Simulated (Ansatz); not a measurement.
# C₂H₆Cl₂F₂O₂W: small, medium and large basis sets

How large a basis does C₂H₆Cl₂F₂O₂W need? Two functionals are run in growing sets.

Computed with Ansatz 0.2.0, Gaussian basis. Level: one geometry, several basis sets.

The runs, in order: PBE0-D4/def2-SVP; ωB97M-V/def2-SVP; PBE0-D4/def2-QZVPP; ωB97M-V/def2-QZVPP; the functionals' def2-TZVPP values are taken from earlier runs.

**1. The relaxed structure**

The geometry comes from an earlier relaxation with PBE0-D4 in a triple-zeta def2 set; it is a stationary point, not always the lowest conformer. W takes the def2 core potential; no spin-orbit term is included.

SMILES `C[O][W]([F])([F])([Cl])([Cl])[O]C`, 15 atoms, charge 0, spin multiplicity 1.

Atoms are counted from 1 here; the program's logs count them from 0.

Bond lengths: C1–O2 1.400 Å, C1–H10 1.095 Å, C1–H11 1.091 Å, C1–H12 1.093 Å, O2–W3 1.835 Å, W3–F4 1.863 Å, W3–F5 1.872 Å, W3–Cl6 2.324 Å, W3–Cl7 2.339 Å, W3–O8 1.819 Å, O8–C9 1.395 Å, C9–H13 1.091 Å, C9–H14 1.094 Å, C9–H15 1.094 Å. Angles: O2–C1–H10 108.3°, O2–C1–H11 108.9°, O2–C1–H12 109.5°, H10–C1–H11 110.1°, H10–C1–H12 109.5°, H11–C1–H12 110.5°, C1–O2–W3 139.4°, O2–W3–F4 92.5°, O2–W3–F5 87.6°, O2–W3–Cl6 172.8°, O2–W3–Cl7 87.9°, O2–W3–O8 97.7°, F4–W3–F5 89.4°, F4–W3–Cl6 90.0°, F4–W3–Cl7 177.1°, F4–W3–O8 93.2°, F5–W3–Cl6 85.7°, F5–W3–Cl7 87.7° and more.

**2. PBE0-D4 in def2-SVP**

File in.yaml:

```yaml
crystal:
  periodic: [false, false, false]
  atoms:
    - {symbol: C, position_ang: [1.902954, 0.024708, -2.002291]}
    - {symbol: O, position_ang: [0.739109, -0.261551, -1.278329]}
    - {symbol: W, position_ang: [-0.495370, 0.597358, -0.227255]}
    - {symbol: F, position_ang: [-1.888368, 0.201147, -1.399025]}
    - {symbol: F, position_ang: [-0.136518, 2.148795, -1.211201]}
    - {symbol: Cl, position_ang: [-1.928094, 1.932677, 1.024531]}
    - {symbol: Cl, position_ang: [1.260985, 1.203083, 1.193241]}
    - {symbol: O, position_ang: [-0.889812, -0.796359, 0.873826]}
    - {symbol: C, position_ang: [-1.229782, -1.252904, 2.147431]}
    - {symbol: H, position_ang: [2.720377, 0.183518, -1.291590]}
    - {symbol: H, position_ang: [2.131478, -0.820442, -2.652647]}
    - {symbol: H, position_ang: [1.752252, 0.932084, -2.592947]}
    - {symbol: H, position_ang: [-1.563498, -2.289057, 2.079392]}
    - {symbol: H, position_ang: [-0.347708, -1.182229, 2.789877]}
    - {symbol: H, position_ang: [-2.027994, -0.620838, 2.547017]}
basis:
  gaussian: {orbitals: def2-SVP}
hamiltonian: {xc: pbe0, dispersion: d4}
output: {orbitals: {seedname: orbitals}}
```

The run is started by

```sh
ansatz run in.yaml --threads 4 --pin off --events-out ev --progress --plain --max-ram 41984MiB --backend cpu
```

After this run come: ωB97M-V in def2-SVP; PBE0-D4 in def2-QZVPP; ωB97M-V in def2-QZVPP.

Before running them: what should the planned runs give, taken together? Wanted: PBE0-D4: double and triple zeta above quadruple; ωB97M-V: double and triple zeta above quadruple.

The runs gave:

```
                                       quantity           value
PBE0-D4: double and triple zeta above quadruple  24.66, 1.38 eV
ωB97M-V: double and triple zeta above quadruple  24.93, 1.32 eV
```

For PBE0-D4 the step from double to triple zeta gains 23.27 eV and the next only 1.38 eV. Total energies overstate the basis error of differences, where much of it tends to cancel.
